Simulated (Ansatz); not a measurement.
# CH₄Cl₂FMoNO: small, medium and large basis sets

The task here is to estimate one member of a computed series from the others.

Program: Ansatz 0.2.0, Gaussian basis. Level of theory: one geometry, several basis sets. These are calculated values, not measurements.

The runs, in order: PBE0-D4/def2-SVP; ωB97M-V/def2-SVP; PBE0-D4/def2-QZVPP; ωB97M-V/def2-QZVPP; the functionals' def2-TZVPP values are taken from earlier runs.

## The relaxed structure

An earlier PBE0-D4 in a triple-zeta def2 set relaxation fixed the geometry. Mo takes the def2 core potential; no spin-orbit term is included.

SMILES `C[N]=[Mo]([OH])([F])([Cl])[Cl]`, 11 atoms, charge 0, spin multiplicity 1.

Atoms are counted from 1 here; the program's logs count them from 0.

Bond lengths: C1–N2 1.405 Å, C1–H8 1.095 Å, C1–H9 1.098 Å, C1–H10 1.095 Å, N2–Mo3 1.714 Å, Mo3–O4 1.842 Å, Mo3–F5 1.842 Å, Mo3–Cl6 2.358 Å, Mo3–Cl7 2.300 Å, O4–H11 0.963 Å. Angles: N2–C1–H8 110.4°, N2–C1–H9 108.5°, N2–C1–H10 110.6°, H8–C1–H9 109.2°, H8–C1–H10 109.1°, H9–C1–H10 109.1°, C1–N2–Mo3 161.9°, N2–Mo3–O4 99.8°, N2–Mo3–F5 95.0°, N2–Mo3–Cl6 167.4°, N2–Mo3–Cl7 85.6°, O4–Mo3–F5 116.2°, O4–Mo3–Cl6 91.1°, O4–Mo3–Cl7 115.0°, F5–Mo3–Cl6 85.7°, F5–Mo3–Cl7 127.8°, Cl6–Mo3–Cl7 84.1°, Mo3–O4–H11 118.1°.

Set-up of the first run:

The input, in.yaml:

```yaml
crystal:
  periodic: [false, false, false]
  atoms:
    - {symbol: C, position_ang: [0.945720, -1.619425, -0.443335]}
    - {symbol: N, position_ang: [0.092209, -0.515897, -0.276121]}
    - {symbol: Mo, position_ang: [-0.477541, 1.075080, 0.012934]}
    - {symbol: O, position_ang: [-1.840720, 0.709121, 1.196823]}
    - {symbol: F, position_ang: [-0.976283, 1.386263, -1.732683]}
    - {symbol: Cl, position_ang: [-0.770015, 3.393857, 0.323012]}
    - {symbol: Cl, position_ang: [1.575979, 1.446896, 0.979161]}
    - {symbol: H, position_ang: [1.086567, -1.836188, -1.507046]}
    - {symbol: H, position_ang: [1.917634, -1.379344, 0.007657]}
    - {symbol: H, position_ang: [0.531695, -2.504686, 0.050095]}
    - {symbol: H, position_ang: [-2.020047, -0.212577, 1.410203]}
basis:
  gaussian: {orbitals: def2-SVP}
hamiltonian: {xc: pbe0, dispersion: d4}
output: {orbitals: {seedname: orbitals}}
```

The run is started by

```
> ansatz run in.yaml --threads 2 --pin off --events-out ev --progress --plain --max-ram 31744MiB --backend cpu
```

Steps of the session up to this table: PBE0-D4 in def2-SVP; ωB97M-V in def2-SVP; PBE0-D4 in def2-QZVPP; ωB97M-V in def2-QZVPP.

One of the session's tables, all rows but one given; the rest of the session is left out.

It belongs to the step «Density functionals: the series». 

```
functional       basis  HOMO (eV)  LUMO (eV)
   PBE0-D4    def2-SVP          ?          ?
   PBE0-D4  def2-TZVPP      -7.99      -3.01
   PBE0-D4  def2-QZVPP      -8.02      -3.03
   ωB97M-V    def2-SVP      -9.99      -0.98
   ωB97M-V  def2-TZVPP     -10.16      -1.04
   ωB97M-V  def2-QZVPP     -10.20      -1.07
```

**Question.** Estimate the row for PBE0-D4, def2-SVP.

**Answer.** HOMO (eV): -7.88; LUMO (eV): -2.99. In the column «HOMO (eV)» it is the highest.
